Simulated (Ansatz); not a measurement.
# CoSi: the cost of one run

Computed with Ansatz 0.2.0 (DFT LDA, scalar-relativistic, plane waves, PAW, unless a step's input says otherwise).

### Step 1. The starting structure

It takes space group P2_13 (No. 198, cubic). Conventional cell: a = 4.438 Å, b = 4.438 Å, c = 4.438 Å, α = 90.00°, β = 90.00°, γ = 90.00°. Around Co (site symmetry 3) lie 7 Si at 2.28 to 2.47 Å. Si (site symmetry 3) has 7 Co at 2.28 to 2.47 Å in its first shell of neighbours.

Coordinates:

```cif
data_structure
_symmetry_space_group_name_H-M 'P2_13'
_symmetry_Int_Tables_number 198
_cell_length_a 4.4380
_cell_length_b 4.4380
_cell_length_c 4.4380
_cell_angle_alpha 90.000
_cell_angle_beta 90.000
_cell_angle_gamma 90.000
_cell_volume 87.41
loop_
_atom_site_label
_atom_site_type_symbol
_atom_site_symmetry_multiplicity
_atom_site_Wyckoff_symbol
_atom_site_fract_x
_atom_site_fract_y
_atom_site_fract_z
_atom_site_occupancy
Co1 Co 4 a 0.14000 0.14000 0.14000 1
Si1 Si 4 a 0.84300 0.84300 0.84300 1
```

### Step 2. Relaxing cell and atoms: CoSi, no spin

File input.yaml:

```yaml
crystal:
  lattice:
    - [4.438, 0.0, 0.0]
    - [0.0, 4.438, 0.0]
    - [0.0, 0.0, 4.438]
  atoms:
    - { symbol: Co, position: [0.14, 0.14, 0.14] }
    - { symbol: Co, position: [0.36, 0.86, 0.64] }
    - { symbol: Co, position: [0.64, 0.36, 0.86] }
    - { symbol: Co, position: [0.86, 0.64, 0.36] }
    - { symbol: Si, position: [0.843, 0.843, 0.843] }
    - { symbol: Si, position: [0.657, 0.157, 0.343] }
    - { symbol: Si, position: [0.343, 0.657, 0.157] }
    - { symbol: Si, position: [0.157, 0.343, 0.657] }
scf:
  occupations: { method: gaussian, width: 0.02 }
output:
  forces: true
  stress: true
  eigenvalues: true
hamiltonian:
  xc: lda
kpoints:
  mp_grid: { grid: [10, 10, 10] }
relax:
  f_tol: 0.002
  max_steps: 60
  cell: { stress_tol: 0.03 }
```

Started as:

```bash
ansatz run input.yaml --threads 8 --pin off --max-ram 16384MiB --backend cpu --events-out ev --progress --plain --runs-dir out
```

**Question.** How long does this run take on 8 threads of Arm Neoverse N1, shared host, and how much memory does it need?

About 76 s, with a peak of 0.66 GiB.
